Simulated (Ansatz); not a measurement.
# LaSi2: a La atom hops into a vacancy

One La atom is taken out of a 2×2×1 supercell of LaSi2. How high is the barrier for its neighbour La5, 4.08 Å away, to move into the hole? The program relaxes both ends, then the band.

Program: Ansatz 0.2.0. Level of theory: DFT PBEsol, plane waves, PAW, scalar-relativistic, no spin polarisation. These are calculated values, not measurements.

### Step 1. The structure to begin with

The cell holds 23 atoms (La7Si16): a = 8.637 Å, b = 8.637 Å, c = 7.577 Å, α = 73.44°, β = 73.44°, γ = 90.00°.

The empty site lies at (-0.01, 2.17, 3.46) Å, and La5 starts at (-0.05, 0.02, 0.00) Å. All atoms were shaken by about 0.02 Å to break the symmetry.

Its coordinates follow in the input file.

### Step 2. The band

crystal.atoms is the first end and neb.final_atoms the second, which differs in La5 alone.

Contents of input.yaml:

```yaml
crystal:
  lattice:
    - [0.0, 8.636524, 0.0]
    - [8.636524, 0.0, 0.0]
    - [2.159131, 2.159131, -6.934839]
  atoms:
    - { symbol: Si, position: [0.20332119, 0.20695466, 0.17119456] }
    - { symbol: Si, position: [0.08650268, 0.3306424, 0.66805242] }
    - { symbol: Si, position: [0.17011117, 0.41749362, 0.32860632] }
    - { symbol: Si, position: [0.29233645, 0.29269276, 0.82880972] }
    - { symbol: La, position: [0.00235351, -0.00608463, 0.00065869] }
    - { symbol: Si, position: [0.20547171, 0.70478572, 0.17030843] }
    - { symbol: Si, position: [0.08359601, 0.83424756, 0.66703359] }
    - { symbol: Si, position: [0.16783928, 0.91521228, 0.33184483] }
    - { symbol: Si, position: [0.29086135, 0.79378576, 0.8332626] }
    - { symbol: La, position: [-0.00205985, 0.49799367, -0.00230146] }
    - { symbol: La, position: [0.37345074, 0.62769168, 0.49777796] }
    - { symbol: Si, position: [0.71071903, 0.20960627, 0.1635102] }
    - { symbol: Si, position: [0.58360596, 0.33477309, 0.66713953] }
    - { symbol: Si, position: [0.67176347, 0.4187341, 0.32683874] }
    - { symbol: Si, position: [0.79352891, 0.29544465, 0.83443977] }
    - { symbol: La, position: [0.496305, 0.00202875, 0.00625814] }
    - { symbol: La, position: [0.86966421, 0.12323034, 0.50170392] }
    - { symbol: Si, position: [0.71198279, 0.70700746, 0.16548745] }
    - { symbol: Si, position: [0.57925874, 0.834904, 0.67053098] }
    - { symbol: Si, position: [0.67331651, 0.91788788, 0.32882329] }
    - { symbol: Si, position: [0.79402686, 0.79200697, 0.82882027] }
    - { symbol: La, position: [0.50301194, 0.49951539, 0.00197261] }
    - { symbol: La, position: [0.87781571, 0.62447347, 0.49443138] }
kpoints:
  mp_grid: { grid: [2, 2, 2] }
magnetization:
  spin_polarized: false
scf:
  occupations: { method: gaussian, width: 0.1 }
hamiltonian:
  pseudopotentials: { kind: paw }
  xc: pbesol
basis:
  ecutwfc: 420
neb:
  images: 5
  relax_end_points: true
  climbing: true
  f_tol: 0.1
  max_iterations: 40
  order_check: false
  final_atoms:
    - { symbol: Si, position: [0.20332119, 0.20695466, 0.17119456] }
    - { symbol: Si, position: [0.08650268, 0.3306424, 0.66805242] }
    - { symbol: Si, position: [0.17011117, 0.41749362, 0.32860632] }
    - { symbol: Si, position: [0.29233645, 0.29269276, 0.82880972] }
    - { symbol: La, position: [0.37596659, 0.12368921, -0.49918163] }
    - { symbol: Si, position: [0.20547171, 0.70478572, 0.17030843] }
    - { symbol: Si, position: [0.08359601, 0.83424756, 0.66703359] }
    - { symbol: Si, position: [0.16783928, 0.91521228, 0.33184483] }
    - { symbol: Si, position: [0.29086135, 0.79378576, 0.8332626] }
    - { symbol: La, position: [-0.00205985, 0.49799367, -0.00230146] }
    - { symbol: La, position: [0.37345074, 0.62769168, 0.49777796] }
    - { symbol: Si, position: [0.71071903, 0.20960627, 0.1635102] }
    - { symbol: Si, position: [0.58360596, 0.33477309, 0.66713953] }
    - { symbol: Si, position: [0.67176347, 0.4187341, 0.32683874] }
    - { symbol: Si, position: [0.79352891, 0.29544465, 0.83443977] }
    - { symbol: La, position: [0.496305, 0.00202875, 0.00625814] }
    - { symbol: La, position: [0.86966421, 0.12323034, 0.50170392] }
    - { symbol: Si, position: [0.71198279, 0.70700746, 0.16548745] }
    - { symbol: Si, position: [0.57925874, 0.834904, 0.67053098] }
    - { symbol: Si, position: [0.67331651, 0.91788788, 0.32882329] }
    - { symbol: Si, position: [0.79402686, 0.79200697, 0.82882027] }
    - { symbol: La, position: [0.50301194, 0.49951539, 0.00197261] }
    - { symbol: La, position: [0.87781571, 0.62447347, 0.49443138] }
```

Launch:

```sh
$ ansatz run input.yaml --threads 4 --pin off --max-ram 8192MiB --backend cpu --events-out ev --progress --plain --runs-dir out
```

Output, shortened:

```text
Warning: neb: disabling space-group detection — the band's intermediate images generally break the endpoint symmetry, so no spatial operation reduces the k-mesh or symmetrises the density, except that a semilocal band can use its path's symmetry ahead of convergence; time reversal is [...]
Warning: RAYON_NUM_THREADS=4 ignored (pool sized by the plan → 4); use --threads N
[...]
Pseudopotentials: kind: paw
Pseudopotential: Si, paw, valence charge 4, recommended cutoff 420 eV (normal), Si.paw.azcp
Pseudopotential: La, paw, valence charge 11, recommended cutoff 420 eV (normal), La.paw.azcp
Functional definition: PBEsol
[...]
parallel-image band execution: 4 concurrent image workers
NEB image 0
Crystal: 23 atoms, lattice volume = 517.266 Å³
Basis set: ecut = 420 eV, 10161 PW (Γ), exchange–correlation on 120×120×108 points (8 copies of the dense FFT grid, shifted against one another)
Bands: 94, of which v1, the nominal top of the filled ones, is band 71 counted from 1 (70 counted from 0)
Symmetry: 1 space group operations
k-points: 8
[...]
SCF iter   1: F=—  HF=-53086.364351 eV  |F-HF|=—  |Δ(HF+E_count)|=         —  Δρ=3.44e-3  dr2=1.56e-1  ethr=1.77e-3  ⟨swp⟩=9.4  Hψ=4339  notcnv=0
[...]
NSCF: frozen V_eff on 8 k-points
NEB image 6
[...]
NSCF: frozen V_eff on 8 k-points
NEB end point (image 0): max|allowed force component| = 5.665e-1 eV/Å (the criterion of neb.relax_end_points is 2.000e-2)
NEB end point (image 6): max|allowed force component| = 6.345e-1 eV/Å (the criterion of neb.relax_end_points is 2.000e-2)
NEB image 0, for its relaxation
[...]
NEB image 0, for its relaxation
[...]
NEB image 0, for its relaxation
[...]
SCF iter   4: F=—  HF=-53086.454989 eV  |F-HF|=—  |Δ(HF+E_count)|=   4.92e-5  Δρ=1.03e-4  dr2=2.81e-4  ethr=7.66e-7  ⟨swp⟩=2.0  Hψ=987  notcnv=0  defer=104
```

### Step 3. The log goes on

The log, continued, shortened:

```text
SCF iter   5: F=—  HF=-53086.454940 eV  |F-HF|=—  |Δ(HF+E_count)|=   4.93e-5  Δρ=2.58e-5  dr2=1.20e-5  ethr=1.99e-7  ⟨swp⟩=2.5  Hψ=1020  notcnv=0  defer=104
[...]
NEB image 0, for its relaxation
[...]
NEB image 0, for its relaxation
[...]
NEB image 0, for its relaxation
[...]
NEB image 0
[...]
NSCF: frozen V_eff on 8 k-points
NEB end point (image 0): relaxed in 36 SCF iterations, 0.132005 eV lower, largest move of an atom 0.104 Å; not tested for a saddle point
NEB image 6, for its relaxation
[...]
NEB image 6, for its relaxation
[...]
NEB image 6, for its relaxation
[...]
NEB image 6, for its relaxation
[...]
NEB image 6, for its relaxation
[...]
NEB image 6
[...]
NSCF: frozen V_eff on 8 k-points
NEB end point (image 6): relaxed in 30 SCF iterations, 0.110457 eV lower, largest move of an atom 0.071 Å; not tested for a saddle point
NEB image 1
[...]
SCF iter   7: F=—  HF=-53085.122775 eV  |F-HF|=—  |Δ(HF+E_count)|=   5.58e-6  Δρ=8.90e-6  dr2=2.10e-6  ethr=5.67e-9  ⟨swp⟩=2.0  Hψ=887  notcnv=0  defer=91
```

### Step 4. More of the same log

Output, continued, shortened:

```text
SCF iter   8: F=—  HF=-53085.122776 eV  |F-HF|=—  |Δ(HF+E_count)|=   1.18e-6  Δρ=3.55e-6  dr2=2.38e-7  ethr=1.49e-9  ⟨swp⟩=2.0  Hψ=952  notcnv=0  defer=91
[...]
NEB image 2
[...]
NEB image 3
[...]
NEB image 4
[...]
NEB image 5
[...]
SCF iter   9: F=-53085.118725 eV  HF=-53085.118725 eV  |F-HF|=5.08e-9  |Δ(HF+E_count)|=   1.06e-7  Δρ=1.26e-6  dr2=2.10e-8  ethr=7.09e-11  ⟨swp⟩=5.0  Hψ=2370  notcnv=0
[...]
NEB iter   1: max|band force component| = 4.079e0 eV/Å  barrier→ = 6.7255 eV  barrier← = 6.7253 eV  Δτ_max = 0.2000 Å  (69 SCF iters)
[...]
NEB iter   4: max|band force component| = 1.007e-1 eV/Å  barrier→ = 3.4370 eV  barrier← = 3.4368 eV  CI = image 3  Δτ_max = 0.0335 Å  (40 SCF iters)
[...]
NEB iter   5: max|band force component| = 3.195e-2 eV/Å  barrier→ = 3.4241 eV  barrier← = 3.4240 eV  CI = image 3  Δτ_max = 0.0000 Å  (35 SCF iters)
SCF converged after 7 iterations
[...]
    - { symbol: Si, position: [0.5794999832463523, 0.3270262624318083, 0.6756603823592503] }
    - { symbol: Si, position: [0.662792878549398, 0.415490933534734, 0.3357504693311305] }
    - { symbol: Si, position: [0.7947200354438854, 0.28645980288109785, 0.8324061800103199] }
    - { symbol: La, position: [0.5053033217224949, -0.002431119534009913, 0.007797917009057899] }
    - { symbol: La, position: [0.8708274275860121, 0.1276395047969786, 0.49091685628304615] }
    - { symbol: Si, position: [0.7133398086315247, 0.7097158846738513, 0.16296765696060816] }
    - { symbol: Si, position: [0.5814523986892192, 0.8387487185820168, 0.6663084557669131] }
    - { symbol: Si, position: [0.6758238147094154, 0.9164738612834638, 0.3276200030862543] }
    - { symbol: Si, position: [0.7966559735048823, 0.7981822193011269, 0.8230581133001257] }
    - { symbol: La, position: [0.5050117289684228, 0.49685224249326115, 0.011352618633361912] }
    - { symbol: La, position: [0.8711179182865274, 0.6283519303782759, 0.4873682599755426] }
```

Wall time 3.3 min (4 threads of AMD EPYC 9R14 (Zen 4), shared host); peak memory 3 GiB.

### Step 5. Images and barrier

The 5 inner images lie between the fixed ends 0 and 6. Energy is taken from image 0, and the path length is the program's own coordinate along the band.

| image | path (Å) | energy (eV) | La5 x y z (Å) | band force (eV/Å) |
| --- | --- | --- | --- | --- |
| 0 | 0.000 | 0.0000 | -0.01 0.01 0.03 | - |
| 1 | 0.746 | 0.8254 | -0.02 0.32 0.51 | 0.015 |
| 2 | 1.492 | 2.5526 | -0.01 0.70 1.10 | 0.023 |
| 3* | 2.238 | 3.4241 | 0.00 1.08 1.74 | 0.032 |
| 4 | 2.984 | 2.5523 | 0.01 1.46 2.38 | 0.023 |
| 5 | 3.730 | 0.8248 | 0.02 1.84 2.96 | 0.015 |
| 6 | 4.477 | 0.0001 | 0.01 2.15 3.45 | - |

The star marks the climbing image.

image, energy (eV) and a bar:
```
        0      0.000 
        1      0.825 #######
        2      2.553 ######################
        3      3.424 ##############################
        4      2.552 ######################
        5      0.825 #######
        6      0.000
```

The top of the band by iteration:

| iteration | highest image above image 0 (eV) | largest band force (eV/Å) |
| --- | --- | --- |
| 1 | 6.7255 | 4.079 |
| 2 | 4.3183 | 1.805 |
| 3 | 3.5459 | 0.451 |
| 4 | 3.4370 | 0.101 |
| 5 | 3.4241 | 0.032 |

Positions of all images (Å):

```xyz
23
Lattice="0.000 8.637 0.000 8.637 0.000 0.000 2.159 2.159 -6.935" Properties=species:S:1:pos:R:3 pbc="T T T" image=0 dE=0.0000
Si    2.165    2.202   -1.162
Si    4.313    2.161   -4.632
Si    4.319    2.166   -2.294
Si    4.278    4.315   -5.763
La   -0.012    0.012    0.031
Si    6.478    2.155   -1.149
Si    8.635    2.166   -4.624
Si    8.633    2.204   -2.277
Si    8.714    4.315   -5.740
La    4.312    0.008    0.004
La    6.485    4.318   -3.455
Si    2.165    6.401   -1.186
Si    4.276    6.483   -4.649
Si    4.315    6.481   -2.303
Si    4.326    8.639   -5.777
La   -0.011    4.331    0.004
La    2.162    8.632   -3.471
Si    6.472    6.484   -1.177
Si    8.640    6.485   -4.635
Si    8.632    6.477   -2.291
Si    8.632    8.645   -5.749
La    4.309    4.333   -0.022
La    6.484    8.632   -3.463
23
Lattice="0.000 8.637 0.000 8.637 0.000 0.000 2.159 2.159 -6.935" Properties=species:S:1:pos:R:3 pbc="T T T" image=1 dE=0.8254
Si    2.174    2.248   -1.194
Si    4.530    2.136   -4.617
Si    4.330    2.154   -2.311
Si    4.501    4.356   -5.805
La   -0.020    0.323    0.514
Si    6.463    2.153   -1.131
Si    8.441    2.138   -4.555
Si    8.610    2.107   -2.216
Si    8.469    4.345   -5.743
La    4.310   -0.007   -0.048
La    6.499    4.330   -3.384
Si    2.168    6.416   -1.200
Si    4.281    6.492   -4.680
Si    4.320    6.450   -2.333
Si    4.307    8.653   -5.792
La   -0.015    4.347   -0.013
La    2.160    8.619   -3.452
Si    6.479    6.516   -1.146
Si    8.651    6.489   -4.619
Si    8.627    6.535   -2.266
Si    8.647    8.653   -5.725
La    4.318    4.349   -0.054
La    6.479    8.600   -3.429
23
Lattice="0.000 8.637 0.000 8.637 0.000 0.000 2.159 2.159 -6.935" Properties=species:S:1:pos:R:3 pbc="T T T" image=2 dE=2.5526
Si    2.174    2.242   -1.204
Si    4.648    2.098   -4.592
Si    4.330    2.156   -2.314
Si    4.640    4.394   -5.825
La   -0.008    0.703    1.101
Si    6.466    2.148   -1.131
Si    8.313    2.106   -4.533
Si    8.611    2.091   -2.214
Si    8.323    4.387   -5.770
La    4.300   -0.007   -0.075
La    6.502    4.330   -3.366
Si    2.172    6.423   -1.198
Si    4.279    6.481   -4.686
Si    4.318    6.444   -2.338
Si    4.289    8.654   -5.784
La   -0.011    4.372   -0.040
La    2.159    8.592   -3.426
Si    6.480    6.516   -1.142
Si    8.672    6.480   -4.624
Si    8.624    6.533   -2.278
Si    8.655    8.655   -5.717
La    4.319    4.372   -0.066
La    6.480    8.589   -3.400
23
Lattice="0.000 8.637 0.000 8.637 0.000 0.000 2.159 2.159 -6.935" Properties=species:S:1:pos:R:3 pbc="T T T" image=3 dE=3.4241
Si    2.169    2.235   -1.216
Si    4.702    2.076   -4.592
Si    4.323    2.166   -2.321
Si    4.705    4.408   -5.847
La   -0.001    1.083    1.738
Si    6.471    2.160   -1.138
Si    8.248    2.076   -4.546
Si    8.626    2.090   -2.243
Si    8.252    4.409   -5.801
La    4.290   -0.005   -0.089
La    6.505    4.330   -3.370
Si    2.172    6.418   -1.187
Si    4.283    6.464   -4.686
Si    4.313    6.449   -2.328
Si    4.271    8.661   -5.773
La   -0.004    4.381   -0.054
La    2.162    8.581   -3.404
Si    6.481    6.513   -1.130
Si    8.683    6.460   -4.621
Si    8.623    6.544   -2.272
Si    8.671    8.657   -5.708
La    4.316    4.386   -0.079
La    6.479    8.576   -3.380
23
Lattice="0.000 8.637 0.000 8.637 0.000 0.000 2.159 2.159 -6.935" Properties=species:S:1:pos:R:3 pbc="T T T" image=4 dE=2.5523
Si    2.183    2.234   -1.245
Si    4.631    2.097   -4.624
Si    4.328    2.177   -2.328
Si    4.640    4.379   -5.860
La    0.007    1.462    2.376
Si    6.465    2.170   -1.144
Si    8.314    2.090   -4.568
Si    8.621    2.083   -2.254
Si    8.306    4.386   -5.802
La    4.293   -0.004   -0.093
La    6.494    4.333   -3.384
Si    2.171    6.428   -1.181
Si    4.299    6.466   -4.676
Si    4.315    6.446   -2.317
Si    4.282    8.642   -5.769
La   -0.001    4.370   -0.033
La    2.169    8.590   -3.419
Si    6.477    6.518   -1.120
Si    8.665    6.467   -4.609
Si    8.623    6.539   -2.260
Si    8.675    8.640   -5.707
La    4.315    4.373   -0.059
La    6.476    8.590   -3.392
23
Lattice="0.000 8.637 0.000 8.637 0.000 0.000 2.159 2.159 -6.935" Properties=species:S:1:pos:R:3 pbc="T T T" image=5 dE=0.8248
Si    2.185    2.218   -1.243
Si    4.485    2.140   -4.651
Si    4.332    2.173   -2.327
Si    4.513    4.346   -5.838
La    0.019    1.843    2.963
Si    6.464    2.172   -1.148
Si    8.453    2.128   -4.588
Si    8.621    2.078   -2.264
Si    8.424    4.349   -5.776
La    4.296   -0.005   -0.075
La    6.485    4.332   -3.411
Si    2.167    6.427   -1.192
Si    4.307    6.468   -4.668
Si    4.315    6.446   -2.313
Si    4.303    8.632   -5.774
La   -0.002    4.343   -0.006
La    2.173    8.614   -3.445
Si    6.475    6.512   -1.125
Si    8.647    6.468   -4.602
Si    8.627    6.546   -2.259
Si    8.673    8.629   -5.713
La    4.315    4.362   -0.029
La    6.477    8.613   -3.405
23
Lattice="0.000 8.637 0.000 8.637 0.000 0.000 2.159 2.159 -6.935" Properties=species:S:1:pos:R:3 pbc="T T T" image=6 dE=0.0001
Si    2.163    2.123   -1.182
Si    4.235    2.170   -4.654
Si    4.317    2.171   -2.310
Si    4.322    4.319   -5.769
La    0.010    2.153    3.445
Si    6.475    2.159   -1.164
Si    8.672    2.170   -4.628
Si    8.631    2.122   -2.295
Si    8.644    4.325   -5.761
La    4.310    0.008   -0.002
La    6.482    4.315   -3.465
Si    2.163    6.485   -1.168
Si    4.319    6.475   -4.644
Si    4.325    6.479   -2.282
Si    4.317    8.635   -5.758
La   -0.003    4.329    0.011
La    2.167    8.631   -3.463
Si    6.481    6.480   -1.157
Si    8.625    6.482   -4.617
Si    8.629    6.562   -2.273
Si    8.681    8.637   -5.745
La    4.311    4.330    0.005
La    6.484    8.630   -3.437
```

### Step 6. Results

| quantity | value |
| --- | --- |
| relaxation of the ends | 0.132 eV lower, moves up to 0.10 Å; 0.110 eV lower, moves up to 0.07 Å |
| barrier forwards | 3.42 eV |
| barrier backwards | 3.42 eV |
| second end relative to first | 0.000 eV |
| highest image | 3 of 0 to 6, climbing |
| band iterations | 5 |

What this shows: Along this path the system climbs 3.42 eV from the first end (132 kT at 300 K); with a typical attempt rate of 10^13 per second that is roughly 10^-45 events a second. The ends differ by 1 meV at most. The input switches the test of curvatures off, so the top was not shown to be a first-order saddle. The top still moved by 13 meV in the last iteration, which bounds the digits to trust. In 23 atoms the vacancy feels its images, and neither cell size nor mesh was tested. The k-mesh is coarse.
